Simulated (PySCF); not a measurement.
**BeBr+: from the state search to spectroscopic constants**

The task here is to estimate one member of a computed series from the others.

Computed with PySCF 2.14.0. Level: Be cc-pVDZ, Br cc-pVDZ-PP with ECP10, scalar-relativistic core potentials.

Set-up of the first run:

The job is set up so:

```yaml
atoms: Be, Br
charge: 1
basis: Be cc-pVDZ, Br cc-pVDZ-PP with ECP10
Hamiltonian: scalar-relativistic core potentials
basis_functions: 37
electrons_treated: 28
masses_in_u: 9.0122, 78.9183
levels: PBE0, PBE, r²SCAN, TPSSh, PBEsol, BHandHLYP, HF, MP2, SCS-MP2, CCSD, CCSD(T)
grid: 80 radial by 434 angular points
occupations: held fixed by the projection of orbital angular momentum
dissociation_limit: Be+ + Br, each in its ground configuration
starting_distance_in_angstrom: 2.175
values_of_2S_to_try: 0, 2
```

Launch:

```
> OMP_NUM_THREADS=1 python dia.py task.json out
```

Steps of the session up to this table: The job; The PBE0 curve of the state that the search chose; Excited determinants; PBE (GGA); r²SCAN (meta-GGA); TPSSh (hybrid meta-GGA); PBEsol (GGA); BHandHLYP (global hybrid GGA); RHF (mean field); Correlated methods on the Hartree–Fock reference.

One of the session's tables, all rows but one given; the rest of the session is left out.

Energy (eV) from each level's lowest point:

```
R (Å)    RHF  RHF-MP2  RHF-SCS-MP2  RHF-CCSD  RHF-CCSD(T)
1.615  1.136    1.189        1.190       n/a          n/a
1.690  0.509    0.543        0.545     0.543        0.556
1.765  0.159    0.177        0.179     0.178        0.186
1.822      ?        ?            ?         ?            ?
1.878  0.000    0.000        0.000     0.000        0.000
1.934  0.037    0.031        0.029     0.029        0.025
2.010  0.172    0.160        0.155     0.152        0.144
2.103  0.436    0.419        0.408     0.402        0.389
2.216  0.837    0.820        0.799     0.784        0.768
2.366  1.438    1.422        1.381       n/a          n/a
```

Estimate the missing values for R (Å) = 1.822.

Worked estimate for «RHF». A straight line through the neighbours (1.765, 0.159) and (1.878, 0.000) gives 0.159 + (0.000 − 0.159) × (1.822 − 1.765) / (1.878 − 1.765) = 0.079; a parabola fitted to 4 rows on both sides gives 0.029.

The run gave: RHF: 0.034; RHF-MP2: 0.042; RHF-SCS-MP2: 0.043; RHF-CCSD: 0.043; RHF-CCSD(T): 0.047. In «RHF» the line misses by +0.045 and the parabola by -0.005.
